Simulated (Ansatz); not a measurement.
# AlB2H5O: up Jacob's ladder to CCSD(T)

Aim: compute AlB2H5O with functionals from several rungs and with coupled cluster, and see how far each lands from CCSD(T) at the basis-set limit for the atomisation energy.

Computed with Ansatz 0.2.0, Gaussian basis. Level: functionals in def2-TZVPP, the program's frozen cores in correlated methods.

Levels to be run: LDA (SPW92), PBE-D4, revPBE-D4, BLYP-D4, r2SCAN-D4, B97M-V, PBE0-D4, B3LYP-D4, r2SCANh-D4, r2SCAN0-D4, HSE06-D4, BHLYP-D4, CAM-B3LYP-D4, LC-ωPBE, ωB97X-V, ωB97M-V, B2PLYP, PBE-QIDH; CCSD(T)/def2-SVP; CCSD(T)/def2-TZVPP; MP2/def2-QZVPP; extrapolation to the limit; RPA on PBE.

## (1) Structure used throughout

All runs share one geometry, relaxed beforehand with PBE0-D4 in a triple-zeta def2 set.

SMILES `BB[O][AlH2]`, 9 atoms, charge 0, spin multiplicity 1.

Atoms are counted from 1 here; the program's logs count them from 0.

Bond lengths: B1–B2 1.674 Å, B1–H5 1.200 Å, B1–H6 1.201 Å, B2–O3 1.342 Å, B2–H7 1.218 Å, O3–Al4 1.683 Å, Al4–H8 1.577 Å, Al4–H9 1.577 Å. Angles: B2–B1–H5 122.1°, B2–B1–H6 122.1°, H5–B1–H6 115.7°, B1–B2–O3 125.8°, B1–B2–H7 116.6°, O3–B2–H7 117.6°, B2–O3–Al4 177.5°, O3–Al4–H8 117.2°, O3–Al4–H9 117.2°, H8–Al4–H9 125.6°.

## (2) LDA

This LDA is Slater exchange with PW92 correlation.

File in.yaml:

```yaml
crystal:
  periodic: [false, false, false]
  atoms:
    - {symbol: B, position_ang: [-1.005165, 1.769699, -0.112507]}
    - {symbol: B, position_ang: [0.381238, 0.848403, 0.068104]}
    - {symbol: O, position_ang: [0.440553, -0.491870, 0.047324]}
    - {symbol: Al, position_ang: [0.586139, -2.168223, 0.037333]}
    - {symbol: H, position_ang: [-1.364392, 2.178525, -1.182559]}
    - {symbol: H, position_ang: [-1.655431, 2.133873, 0.828661]}
    - {symbol: H, position_ang: [1.423590, 1.457255, 0.232726]}
    - {symbol: H, position_ang: [0.843364, -2.861144, -1.355545]}
    - {symbol: H, position_ang: [0.438602, -2.912818, 1.419464]}
basis:
  gaussian: {orbitals: def2-TZVPP}
hamiltonian: {xc: lda}
output: {orbitals: {seedname: orbitals}}
```

The run is started by

```console
$ ansatz run in.yaml --threads 2 --pin off --events-out ev --progress --plain --max-ram 4352MiB
```

The runs that follow: PBE-D4 (GGA); revPBE-D4 (GGA); BLYP-D4 (GGA); r2SCAN-D4 (meta-GGA); B97M-V (meta-GGA); B3LYP-D4 (hybrid); r2SCANh-D4 (hybrid); r2SCAN0-D4 (hybrid); HSE06-D4 (hybrid); BHLYP-D4 (hybrid); CAM-B3LYP-D4 (range-separated); LC-ωPBE (range-separated); ωB97X-V (range-separated); ωB97M-V (range-separated); B2PLYP (double hybrid); PBE-QIDH (double hybrid); CCSD(T) in def2-SVP; CCSD(T) in def2-TZVPP; MP2 in def2-QZVPP; RPA on PBE orbitals.

Before running them: what should the planned runs give, taken together? Wanted: atomisation energy, CCSD(T)/CBS; farthest beyond LDA; mean size of error, GGA; mean size of error, meta-GGA; mean size of error, hybrid; mean size of error, range-separated; mean size of error, double hybrid; gap, smallest and largest; T1 diagnostic.

As calculated:

```
                               quantity                                                              value
        atomisation energy, CCSD(T)/CBS                                                          31.700 eV
    functionals within 0.159 eV (0.5 %)  BLYP-D4, PBE0-D4, r2SCAN0-D4, HSE06-D4, LC-ωPBE, B2PLYP, PBE-QIDH
                    farthest beyond LDA                                                 B97M-V (+0.615 eV)
                mean size of error, GGA                                                           0.254 eV
           mean size of error, meta-GGA                                                           0.493 eV
             mean size of error, hybrid                                                           0.163 eV
    mean size of error, range-separated                                                           0.268 eV
      mean size of error, double hybrid                                                           0.096 eV
              gap, smallest and largest                          3.00 eV (LDA (SPW92)), 10.63 eV (LC-ωPBE)
                          T1 diagnostic                                                             0.0140
triples share of the correlation energy                                                              3.2 %
```

In words: The LDA atomisation energy is off by 3.785 eV (12 %): it overbinds. PBE-D4 is off by +0.235 eV. Double hybrids carry the basis error of their MP2 part in triple zeta, and no dispersion term here, so their miss is partly the set-up's. Taken by rung, double hybrid functionals do best (0.096 eV on average) and meta-GGA ones worst beyond LDA (0.493 eV). The gap between the best rungs is small, so their order is not settled. Misses under about 0.159 eV are within the doubt on the reference itself, which lacks core-valence correlation, relativity and higher excitations. Hartree-Fock recovers 79 % of the binding; the rest is correlation. CCSD(T) in def2-SVP is off by -1.410 eV, so the small basis spoils what the method gains. Orbital gaps span 3.0 to 10.6 eV; exact exchange widens them.
